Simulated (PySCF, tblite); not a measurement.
**C₄H₉ClGeO: geometry, infrared bands and NMR shifts**

Wanted: the infrared bands and NMR shifts of C₄H₉ClGeO (`CO[C@@H]1C[C@@H](Cl)[GeH2]1`), by calculation.

Programs: tblite 0.8.0 and PySCF 2.14.0, with density-fitted response routines of our own. Each step states its level of theory. These are calculated values for one molecule in the gas phase, unless marked as measured. Atoms count from 0, in the outputs and in this text.

## Step 1: The molecule as given

16 atoms, charge 0, multiplicity 1; geometry from: force field or distance geometry start.

Bonds of the start (Å): C0–O1 1.36, O1–C2 1.39, C2–C3 1.50, C3–C4 1.52, C4–Cl5 1.76, C4–Ge6 1.92, Ge6–C2 1.93, C0–H7 1.13, C0–H8 1.11, C0–H9 1.13, C2–H10 1.12, C3–H11 1.14, C3–H12 1.10, C4–H13 1.11, Ge6–H14 1.52, Ge6–H15 1.54.

## Step 2: Optimising the geometry with GFN2-xTB

The job: settings as JSON, then the geometry in Å.

```
{"job": {"kind": "relax", "xc": "GFN2-xTB", "basis": "xTB"}, "charge": 0, "multiplicity": 1}
C     -2.178200     0.933900    -0.522700
O     -1.519900    -0.099000     0.069600
C     -0.151500     0.118900     0.179500
C      0.717500    -1.007600    -0.300800
C      1.893400    -0.694900     0.613100
Cl     2.991400     0.537000    -0.010900
Ge     0.640100    -0.060000     1.927800
H     -3.275600     0.674500    -0.555300
H     -1.885300     1.134500    -1.573700
H     -2.131300     1.891300     0.068900
H      0.152200     1.107100    -0.251100
H      0.263800    -2.030700    -0.081000
H      0.990400    -0.958900    -1.368700
H      2.409800    -1.642300     0.891800
H      0.120700    -1.181400     2.821200
H      0.954800     1.286600     2.615700
```

Run with:

```sh
$ OMP_NUM_THREADS=1 python probes_run.py task.json out
```

The driver reads the jobs from task.json and runs them one after another.

**Question.** This job is followed by: GFN2-xTB harmonic vibrations, gas phase; GIAO PBE0/pcSseg-1 NMR shielding, non-relativistic, gas phase. Predict these results of the whole session: strongest single infrared mode (GFN2-xTB); zero-point energy (GFN2-xTB); 13C shifts against TMS (PBE0/pcSseg-1); 1H shifts against TMS (PBE0/pcSseg-1, means over atoms taken as alike); 17O shifts against H2O (PBE0/pcSseg-1); 35Cl shifts against HCl (PBE0/pcSseg-1); 73Ge shifts against GeMe4 (PBE0/pcSseg-1); surface potential, 1st and 99th percentile.

The runs gave:

```
                                                              quantity                                         value
                             strongest single infrared mode (GFN2-xTB)                         1944 cm⁻¹, 557 km/mol
                                          zero-point energy (GFN2-xTB)                                 72.9 kcal/mol
                                13C shifts against TMS (PBE0/pcSseg-1)                    90.6, 61.5, 48.2, 48.2 ppm
1H shifts against TMS (PBE0/pcSseg-1, means over atoms taken as alike)  5.07, 5.07, 4.93, 3.95, 3.36, 2.93, 2.89 ppm
                                17O shifts against H2O (PBE0/pcSseg-1)                                      50.4 ppm
                               35Cl shifts against HCl (PBE0/pcSseg-1)                                       146 ppm
                             73Ge shifts against GeMe4 (PBE0/pcSseg-1)                                       -90 ppm
                                 surface potential, 1st and 99th percentile                            -1.18 V and 1.02 V
```

The optimisation took 103 steps and gained 0.712 eV; among the close pairs (by a distance rule), C2–Ge6 changed most, from 1.927 to 2.042 Å. All 42 modes are real, so the xTB geometry is a minimum. The strongest single mode, at 1944 cm⁻¹, moves mainly H15 and H14. GFN2-xTB is a fitted tight-binding method: band positions and strengths are rough. Its intensities can rank the bands wrongly. At PBE0/pcSseg-1: The widest tensor belongs to Cl5: span 457 ppm, with a paramagnetic part of -343 ppm. Spin-orbit coupling is left out, which matters for shieldings and couplings at and beside the heavy atoms.
